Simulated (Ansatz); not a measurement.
# Sn(N(SiH3)2)2 (H₁₂N₂Si₄Sn): geometry, orbitals and charge

Aim: characterise Sn(N(SiH3)2)2 (H₁₂N₂Si₄Sn) as a singlet: its structure, frontier levels and distribution of charge.

The runs use Ansatz 0.2.0, Gaussian basis; RKS PBE0-D4/def2-TZVP.

Plan: relaxation at r2SCAN-D4/def2-SVP; a single point at PBE0-D4/def2-TZVP.

2 further runs of the same task are left out: 2 set aside as unsound or not needed.

**1. The starting structure**

19 atoms, charge 0, spin multiplicity 1.

Atoms are counted from 1 here; the program's logs count them from 0.

Bond lengths: Sn1–N2 2.144 Å, Sn1–N11 2.145 Å, N2–Si3 1.731 Å, N2–Si4 1.732 Å, Si3–H5 1.465 Å, Si3–H6 1.485 Å, Si3–H7 1.467 Å, Si4–H8 1.468 Å, Si4–H9 1.478 Å, Si4–H10 1.465 Å, N11–Si12 1.731 Å, N11–Si13 1.730 Å, Si12–H14 1.468 Å, Si12–H15 1.481 Å, Si12–H16 1.466 Å, Si13–H17 1.465 Å, Si13–H18 1.482 Å, Si13–H19 1.466 Å. Angles: N2–Sn1–N11 97.3°, Sn1–N2–Si3 118.1°, Sn1–N2–Si4 120.4°, Si3–N2–Si4 120.2°, N2–Si3–H5 113.1°, N2–Si3–H6 105.4°, N2–Si3–H7 109.6°, H5–Si3–H6 109.6°, H5–Si3–H7 109.4°, H6–Si3–H7 109.7°, N2–Si4–H8 108.6°, N2–Si4–H9 106.0°, N2–Si4–H10 112.9°, H8–Si4–H9 109.7°, H8–Si4–H10 108.9°, H9–Si4–H10 110.6°, Sn1–N11–Si12 118.9°, Sn1–N11–Si13 119.3° and more.

Geometry (Å):

```csv
atom,x (Å),y (Å),z (Å)
Sn1,0.01032,0.05370,-2.01784
N2,1.60585,-0.04767,-0.58873
Si3,2.36789,1.43067,-0.11058
Si4,1.89171,-1.50344,0.30421
H5,1.96039,1.88186,1.22282
H6,1.95452,2.43387,-1.12389
H7,3.82511,1.26524,-0.14410
H8,3.33512,-1.77170,0.31309
H9,1.19066,-2.57741,-0.43053
H10,1.41397,-1.42816,1.68742
N11,-1.61129,0.05159,-0.61381
Si12,-1.99125,1.51689,0.22634
Si13,-2.27201,-1.45740,-0.08440
H14,-3.44728,1.70238,0.22023
H15,-1.34419,2.60195,-0.54719
H16,-1.51168,1.53013,1.61152
H17,-1.81437,-1.85093,1.25065
H18,-1.82774,-2.45809,-1.08347
H19,-3.73575,-1.37346,-0.09173
```

Sn takes a core potential in the def2 sets. No spin-orbit coupling is included.

The start is a GFN2-xTB geometry.

**2. Relaxation at r2SCAN-D4/def2-SVP**

in.yaml

```yaml
crystal:
  periodic: [false, false, false]
  atoms:
    - {symbol: Sn, position_ang: [0.010320, 0.053700, -2.017840]}
    - {symbol: N, position_ang: [1.605850, -0.047670, -0.588730]}
    - {symbol: Si, position_ang: [2.367890, 1.430670, -0.110580]}
    - {symbol: Si, position_ang: [1.891710, -1.503440, 0.304210]}
    - {symbol: H, position_ang: [1.960390, 1.881860, 1.222820]}
    - {symbol: H, position_ang: [1.954520, 2.433870, -1.123890]}
    - {symbol: H, position_ang: [3.825110, 1.265240, -0.144100]}
    - {symbol: H, position_ang: [3.335120, -1.771700, 0.313090]}
    - {symbol: H, position_ang: [1.190660, -2.577410, -0.430530]}
    - {symbol: H, position_ang: [1.413970, -1.428160, 1.687420]}
    - {symbol: N, position_ang: [-1.611290, 0.051590, -0.613810]}
    - {symbol: Si, position_ang: [-1.991250, 1.516890, 0.226340]}
    - {symbol: Si, position_ang: [-2.272010, -1.457400, -0.084400]}
    - {symbol: H, position_ang: [-3.447280, 1.702380, 0.220230]}
    - {symbol: H, position_ang: [-1.344190, 2.601950, -0.547190]}
    - {symbol: H, position_ang: [-1.511680, 1.530130, 1.611520]}
    - {symbol: H, position_ang: [-1.814370, -1.850930, 1.250650]}
    - {symbol: H, position_ang: [-1.827740, -2.458090, -1.083470]}
    - {symbol: H, position_ang: [-3.735750, -1.373460, -0.091730]}
basis:
  gaussian: {orbitals: def2-SVP}
hamiltonian: {xc: r2scan, dispersion: d4}
scf: {lower_state_search: "off"}
output: {orbitals: {seedname: orbitals}}
relax: {f_tol: 0.02, max_steps: 100}
```

The run is started by

```console
$ ansatz run in.yaml --threads 4 --pin off --events-out ev --progress --plain --max-ram 4787MiB
```

Further steps of the session: Single point, PBE0-D4/def2-TZVP.

Q: Predict the results of all the runs planned. Wanted: point group; commonest bond, hydrogen aside; HOMO, LUMO at PBE0-D4/def2-TZVP; dipole at r2SCAN-D4/def2-SVP.

**Answer**, as computed:

| quantity | value |
| --- | --- |
| point group | C1 |
| commonest bond, hydrogen aside | N–Si, 4 of mean length 1.750 Å |
| HOMO, LUMO at PBE0-D4/def2-TZVP | -7.13, -2.63 eV |
| dipole at r2SCAN-D4/def2-SVP | 1.56 D |

The molecule keeps its bonding pattern by the stored test; the atoms moved 1.36 Å (rms). No usable vibrations, so a minimum isn't proven. The HOMO lies nearest to N11 44 %; Sn1 21 % and the LUMO to Sn1 67 %; N2 9 %. The point group is read from a loosely relaxed geometry; soft torsions can leave it below the true symmetry.
